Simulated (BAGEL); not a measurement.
**UHF/6-31G(d) (density fitting with qzvpp-jkfit, spherical functions) run of Si2H5 (SMILES [SiH2][SiH3])**

Aim: the electronic atomisation energy of Si2H5 at UHF/6-31G* (density fitting with qzvpp-jkfit, spherical functions), from 3 runs. 

The calculation is run with BAGEL 1.2.2.

10 further runs of the same task are left out: 10 set aside as unsound or not needed.

## (1) The structure to begin with

The species is Si2H5 (7 atoms), meant as a doublet with charge 0. SMILES: `[SiH2][SiH3]`. Geometry: relaxed at PBE0-D4/def2-TZVP.

Bond lengths: Si1–Si2 2.324 Å, Si1–H3 1.489 Å, Si1–H4 1.488 Å, Si2–H5 1.487 Å, Si2–H6 1.490 Å, Si2–H7 1.487 Å. Angles: Si1–Si2–H5 109.0°, Si1–Si2–H6 112.7°, Si1–Si2–H7 109.0°, Si2–Si1–H3 114.5°, Si2–Si1–H4 114.5°, H5–Si2–H6 108.5°, H5–Si2–H7 109.1°, H6–Si2–H7 108.5°, H3–Si1–H4 109.9°.

## (2) A single-point energy at UHF/6-31G(d) (density fitting with qzvpp-jkfit, spherical functions)

hf.json reads:

```json
{ "bagel": [

{
  "title": "molecule",
  "basis": "6-31gs.json",
  "df_basis": "qzvpp-jkfit",
  "angstrom": true,
  "geometry": [
    { "atom": "Si", "xyz": [      -0.209600,      -1.361200,      -0.191100 ] },
    { "atom": "Si", "xyz": [       0.357900,       0.889200,      -0.062000 ] },
    { "atom": "H", "xyz": [      -0.002600,      -2.123900,       1.070300 ] },
    { "atom": "H", "xyz": [      -1.573600,      -1.624600,      -0.725600 ] },
    { "atom": "H", "xyz": [       0.210000,       1.502800,      -1.408000 ] },
    { "atom": "H", "xyz": [      -0.495800,       1.643100,       0.898600 ] },
    { "atom": "H", "xyz": [       1.774900,       1.006800,       0.372200 ] }
  ]
},

{
  "title": "uhf",
  "nopen": 1
},

{
  "title": "print",
  "file": "orbitals.molden",
  "orbitals": true
}

]}
```

The basis set 6-31G* is read from a file made from the Basis Set Exchange's data (not shown).

Command:

```
$ BAGEL_NUM_THREADS=1 BAGEL hf.json > hf.out
```

Standard output:

```text
* using 1 threads per process

  ===============================================================
  ===============================================================

  *** Geometry ***

  { "atom" : "Si", "xyz" : [     -0.396087,     -2.572295,     -0.361127 ] },
  { "atom" : "Si", "xyz" : [      0.676333,      1.680344,     -0.117163 ] },
  { "atom" : "H", "xyz" : [     -0.004913,     -4.013589,      2.022574 ] },
  { "atom" : "H", "xyz" : [     -2.973673,     -3.070049,     -1.371185 ] },
  { "atom" : "H", "xyz" : [      0.396842,      2.839880,     -2.660734 ] },
  { "atom" : "H", "xyz" : [     -0.936926,      3.105009,      1.698108 ] },
  { "atom" : "H", "xyz" : [      3.354075,      1.902576,      0.703356 ] },

  Number of auxiliary basis functions:      346

  Since a DF basis is specified, we compute 2- and 3-index integrals:
    o Being stored without compression. Storage requirement is 0.006 GB

  Number of basis functions:       46
  Number of electrons      :       33

    * METHOD: MOLECULE                             0.13

  *** Open-shell HF ***

  === Nuclear Repulsion ===
    82.7973840228

      * DIIS with orbital gradients will be used.

  === UHF iteration (6-31gs.json) ===
      0       -580.64166496          0.02079201           0.04
      1       -580.68285578          0.00642924           0.04
      2       -580.68723318          0.00224165           0.04
      3       -580.68806622          0.00051824           0.04
      4       -580.68814592          0.00021884           0.04
      5       -580.68817337          0.00005015           0.04
      6       -580.68817684          0.00001526           0.04
      7       -580.68817721          0.00000671           0.04
      8       -580.68817727          0.00000193           0.04
      9       -580.68817728          0.00000048           0.04
     10       -580.68817728          0.00000012           0.04
     11       -580.68817728          0.00000005           0.04
     12       -580.68817728          0.00000002           0.04
     13       -580.68817728          0.00000001           0.04
    * SCF iteration converged.

    * S^2 (UHF) is 0.7572

    * Permanent dipole moment:
           (   -0.029808,    -0.028292,     0.018060) a.u.

    * METHOD: UHF                                  0.60

    * METHOD: PRINT                                0.01

  ===============================================================
```

Run time: 0.99 s. Hardware: 1 thread of Intel Xeon Platinum 8259CL at 2.50GHz (Skylake/Cascade Lake), shared host.

## (3) The H atom at the same level

calc.json reads:

```json
{ "bagel": [

{
  "title": "molecule",
  "basis": "6-31gs.json",
  "df_basis": "qzvpp-jkfit",
  "angstrom": "true",
  "geometry": [
    { "atom": "H", "xyz": [    0.000000,    0.000000,    0.000000 ] }
  ]
},
{ "title": "uhf", "nopen": 1 },
{ "title": "print", "file": "orbitals.molden", "orbitals": "true" }

]}
```

The basis set 6-31G* is read from a file made from the Basis Set Exchange's data (not shown).

Run the same way, it converges to -0.49823 Eh (log not shown).

## (4) The Si atom, same level

hf.json reads:

```json
{ "bagel": [

{
  "title": "molecule",
  "basis": "6-31gs.json",
  "df_basis": "qzvpp-jkfit",
  "angstrom": "true",
  "geometry": [
    { "atom": "Si", "xyz": [       0.000000,       0.000000,       0.000000 ] }
  ]
},

{ "title": "uhf", "nopen": 2 },

{ "title": "print", "file": "orbitals.molden", "orbitals": "true" }

]}
```

The basis set 6-31G* is read from a file made from the Basis Set Exchange's data (not shown).

Run the same way, it converges to -288.83102 Eh (log not shown).

## (5) Outcome

Level: UHF/6-31G* (density fitting with qzvpp-jkfit, spherical functions).

| quantity | value |
| --- | --- |
| molecule: total energy | -580.68818 Eh |
| molecule: dipole moment | 0.11 D |
| molecule: ⟨S²⟩ | 0.757 |
| H atom: total energy | -0.49823 Eh |
| H atom: dipole moment | 0.00 D |
| H atom: ⟨S²⟩ | 0.750 |
| Si atom: total energy | -288.83102 Eh |
| Si atom: dipole moment | 0.00 D |
| Si atom: ⟨S²⟩ | 2.006 |
| electronic atomisation energy | 14.557 eV |

In words: Taking the molecule apart into free atoms costs 14.56 eV (1405 kJ/mol), before zero-point energy and without spin-orbit coupling. Hartree–Fock lacks the correlation of the bonding pairs, which as a rule makes this value much too low; in minimal bases other errors can mask that.
